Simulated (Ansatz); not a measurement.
# B3As2N: the band gap up the ladder of functionals

The task here is to estimate one member of a computed series from the others.

The runs shown are made with Ansatz 0.2.0. PAW datasets, plane waves. No spin polarisation. The prototype was imposed, so other structures may be more stable.

### The structure to begin with

The cell was relaxed beforehand with r2SCAN.

It is orthorhombic, Imm2 (No. 44); conventional cell a = 3.141 Å, b = 9.373 Å, c = 4.409 Å, 10.82 Å³ an atom. Near N stand 4 B at 1.57–1.80 Å; near B stand 2 N at 1.80 Å and 2 As at 2.06 Å; near As stand 4 B at 2.03–2.08 Å; near B stand 1 N at 1.57 Å and 3 As at 2.03–2.08 Å.

As a file:

```cif
data_structure
_symmetry_space_group_name_H-M 'Imm2'
_symmetry_Int_Tables_number 44
_cell_length_a 3.1412
_cell_length_b 9.3728
_cell_length_c 4.4089
_cell_angle_alpha 90.000
_cell_angle_beta 90.000
_cell_angle_gamma 90.000
_cell_volume 129.81
loop_
_atom_site_label
_atom_site_type_symbol
_atom_site_symmetry_multiplicity
_atom_site_Wyckoff_symbol
_atom_site_fract_x
_atom_site_fract_y
_atom_site_fract_z
_atom_site_occupancy
N1 N 2 a 0.00000 0.00000 0.98712 1
B1 B 2 b 0.50000 0.00000 0.18845 1
As1 As 4 d 0.00000 0.33660 0.00067 1
B2 B 4 d 0.50000 0.36172 0.28655 1
```

Set-up of the first run:

input.yaml

```yaml
crystal:
  lattice:
    - [-1.570616718, 4.6863938012, 2.2044577754]
    - [1.570616718, -4.6863938012, 2.2044577754]
    - [1.570616718, 4.6863938012, -2.2044577754]
  atoms:
    - { symbol: "N", position: [-0.0128770054, -0.0128770054, 0.0] }
    - { symbol: B, position: [0.1884470533, 0.6884470533, 0.5] }
    - { symbol: As, position: [0.3372650065, 0.0006681016, 0.3365969049] }
    - { symbol: B, position: [0.648270634, 0.7865468745, 0.8617237596] }
    - { symbol: As, position: [0.6640711967, 0.0006681016, 0.6634030951] }
    - { symbol: B, position: [0.9248231149, 0.7865468745, 0.1382762404] }
kpoints:
  mp_grid: { grid: [10, 10, 10] }
  band_path:
    path:
      - [[0.0, 0.0, 0.0], [0.5, -0.5, 0.5], [0.2780803735362, -0.2780803735362, 0.7219196264638]]
      - [[-0.2780803735362, 0.2780803735362, 0.2780803735362], [0.0, 0.0, 0.0], [0.305317942465, 0.305317942465, -0.305317942465]]
      - [[0.694682057535, -0.305317942465, 0.305317942465], [0.5, -0.5, 0.5]]
      - [[0.0, 0.0, 0.0], [9.320756730769e-17, 0.5, -2.252857438628e-17], [0.25, 0.25, 0.25], [0.5, 1.285470637684e-16, 1.281092207442e-17], [0.0, 0.0, 0.0], [2.056277615442e-17, 2.681792088981e-17, 0.5], [0.25, 0.25, 0.25]]
    npoints: 10
hamiltonian:
  xc: pbe
scf:
  occupations: { method: fermi_dirac, width: 0.02 }
  n_extra_bands: 5
output:
  forces: true
  stress: true
  eigenvalues: true
```

Started as:

```
$ ansatz run input.yaml --threads 4 --pin off --max-ram 6451MiB --backend cpu --events-out ev --progress --plain --runs-dir out
```

Steps of the session up to this table: Band structure with PBE; r2SCAN at the same geometry; HSE06 at the same geometry; PBE+SOC at the same geometry; PBE0 at the same geometry.

One table of the session follows, with a row left open; its other results are not shown here.

| level | gap (eV) |
| --- | --- |
| PBE | 0.19 |
| r2SCAN | ? |
| HSE06 | 0.90 |
| PBE+SOC | 0.19 |
| PBE0 | 1.59 |

Q: Estimate the row for r2SCAN from the others.

The run gave: gap (eV): 0.35. In the column «gap (eV)» it lies between PBE+SOC (0.19) and HSE06 (0.90).

Meshes: PBE 10×10×10, r2SCAN 10×10×10, HSE06 6×6×6, PBE+SOC 10×10×10, PBE0 6×6×6

In words: PBE+SOC gives the least gap, 0.19 eV, and PBE0 the largest, 1.59 eV. PBE reaches 21 % of the HSE06 value, and r2SCAN 39 %. PBE0 lies 0.68 eV above HSE06, which differs from it by screening the long-range exchange.

To keep in mind: Warnings in the runs' records: stress scf threshold loose, stress exchange threshold loose.
